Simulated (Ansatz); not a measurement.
Runs of Ansatz 0.2.0 on MnSb4. It takes space group P4/mmm (No. 123, tetragonal). The conventional cell has a = 3.080 Å, b = 3.080 Å, c = 14.994 Å, α = 90.00°, β = 90.00°, γ = 90.00°. Around Sb (site symmetry 4mm) lie 1 Mn at 2.70 Å and 4 Sb at 3.08 Å. Sb (site symmetry 4mm) is surrounded by 6 Sb at 3.02 to 3.29 Å. Mn (site symmetry 4/mmm) is surrounded by 2 Sb at 2.70 Å and 4 Mn at 3.08 Å. The cell comes from a database or a generator and needn't be the stable form of this composition.

| task | level | U | hubbard projectors | double counting | gap on the mesh (eV) | pressure (GPa) | moment (μB) | largest force (eV/Å) |
| --- | --- | --- | --- | --- | --- | --- | --- | --- |
| projected density of states | LDA+U | Mn d U = 4 eV | ortho-atomic (the default) | fll (the default) | none | -2.5 | 4.51 | (c) |
| projected density of states | LDA+U | Mn d U = 2 eV | ortho-atomic (the default) | fll (the default) | none | -3.3 | 4.31 | 0.11 |
| projected density of states | LDA+U | Mn d U = 8 eV | ortho-atomic (the default) | fll (the default) | none | -0.9 | 5.09 | (a) |
| projected density of states | LDA+U | Mn d U = 1 eV | ortho-atomic (the default) | fll (the default) | none | -3.8 | (b) | (d) |

Alike in all rows: potentials or basis Ansatz PAW; spin collinear, ferromagnetic start; cell as given; k mesh 9 × 9 × 2; cutoff (eV) 420; smearing fermi-dirac 0.05 eV.

Task: Fill in the values left out.

Result: (a) 0.83; (b) 4.18; (c) 0.32; (d) 0.06.

Caveats: the magnetic or orbital state may not be the lowest; a cell with one magnetic atom can't hold antiferromagnetic order, which such compounds often take; the PAW data sets come from PBE, with cores solved anew for the run's functional, which leaves a small shift of forces and pressure; the U is typed as a test and isn't derived for this compound; the density of states is complete only up to the lowest level of the last band computed.

A k mesh can miss the band edges, and the runs leave out spin-orbit coupling on Sb.

A gap of «none» marks a metal or a gap under the smearing width.

Not every run made on this cell is shown here.
